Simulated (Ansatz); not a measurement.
# CH6AlFO2Si: one species, many methods

The task here is to estimate one member of a computed series from the others.

Program: Ansatz 0.2.0, Gaussian basis. Level of theory: functionals in def2-TZVPP, the program's frozen cores in correlated methods. These are calculated values, not measurements.

Plan: PBE-D4, r2SCAN-D4, PBE0-D4, B3LYP-D4, ωB97X-V, ωB97M-V, B2PLYP; CCSD(T)/def2-TZVPP; MP2/def2-QZVPP; extrapolation to the limit.

## Structure used throughout

An earlier PBE0-D4 in a triple-zeta def2 set relaxation fixed the geometry.

SMILES `C[Si](O)(F)[AlH][OH]`, 12 atoms, charge 0, spin multiplicity 1.

Atoms are counted from 1 here; the program's logs count them from 0.

Bond lengths: C1–Si2 1.863 Å, C1–H7 1.093 Å, C1–H8 1.095 Å, C1–H9 1.093 Å, Si2–O3 1.648 Å, Si2–F4 1.617 Å, Si2–Al5 2.472 Å, O3–H10 0.960 Å, Al5–O6 1.698 Å, Al5–H11 1.583 Å, O6–H12 0.956 Å. Angles: Si2–C1–H7 111.0°, Si2–C1–H8 110.8°, Si2–C1–H9 110.9°, H7–C1–H8 107.6°, H7–C1–H9 108.2°, H8–C1–H9 108.3°, C1–Si2–O3 110.7°, C1–Si2–F4 105.2°, C1–Si2–Al5 119.1°, O3–Si2–F4 108.4°, O3–Si2–Al5 105.0°, F4–Si2–Al5 108.1°, Si2–O3–H10 118.7°, Si2–Al5–O6 118.3°, Si2–Al5–H11 126.0°, O6–Al5–H11 115.6°, Al5–O6–H12 122.3°.

Set-up of the first run:

Contents of in.yaml:

```yaml
crystal:
  periodic: [false, false, false]
  atoms:
    - {symbol: C, position_ang: [-1.008137, -1.638838, -0.014240]}
    - {symbol: Si, position_ang: [-0.431011, 0.107704, 0.282885]}
    - {symbol: O, position_ang: [-0.421824, 0.451276, 1.894917]}
    - {symbol: F, position_ang: [-1.536140, 1.047292, -0.432451]}
    - {symbol: Al, position_ang: [1.800543, 0.792624, -0.529854]}
    - {symbol: O, position_ang: [1.924539, 2.226191, -1.432177]}
    - {symbol: H, position_ang: [-1.061837, -1.857141, -1.083902]}
    - {symbol: H, position_ang: [-2.006780, -1.794394, 0.406394]}
    - {symbol: H, position_ang: [-0.326390, -2.358066, 0.446543]}
    - {symbol: H, position_ang: [-1.176461, 0.187582, 2.425973]}
    - {symbol: H, position_ang: [3.156328, 0.009278, -0.298624]}
    - {symbol: H, position_ang: [1.164269, 2.771292, -1.631361]}
basis:
  gaussian: {orbitals: def2-TZVPP}
hamiltonian: {xc: pbe, dispersion: d4}
output: {forces: true, orbitals: {seedname: orbitals}}
```

Started as:

```sh
$ ansatz run in.yaml --threads 2 --pin off --events-out ev --progress --plain --max-ram 20480MiB --backend cuda --devices 0, --max-vram 18GiB
```

Steps of the session up to this table: PBE-D4 (GGA); r2SCAN-D4 (meta-GGA); PBE0-D4 (hybrid); B3LYP-D4 (hybrid); ωB97X-V (range-separated); ωB97M-V (range-separated); B2PLYP (double hybrid); CCSD(T) in def2-TZVPP; MP2 in def2-QZVPP.

One of the session's tables, all rows but one given; the rest of the session is left out.

| method | atomisation energy (kJ/mol) |
| --- | --- |
| PBE-D4 | 4561.4 |
| r2SCAN-D4 | 4529.0 |
| PBE0-D4 | 4473.3 |
| B3LYP-D4 | 4496.1 |
| ωB97X-V | ? |
| ωB97M-V | 4526.6 |
| B2PLYP | 4466.4 |
| HF/def2-TZVPP | 3302.5 |
| MP2/def2-TZVPP | 4515.1 |
| CCSD/def2-TZVPP | 4347.6 |
| CCSD(T)/def2-TZVPP | 4410.7 |
| MP2/CBS | 4649.3 |
| CCSD(T)/CBS | 4544.8 |

Estimate the missing values for ωB97X-V.

The run gave: atomisation energy (kJ/mol): 4531.4. In the column «atomisation energy (kJ/mol)» it lies between r2SCAN-D4 (4529.0) and CCSD(T)/CBS (4544.8).
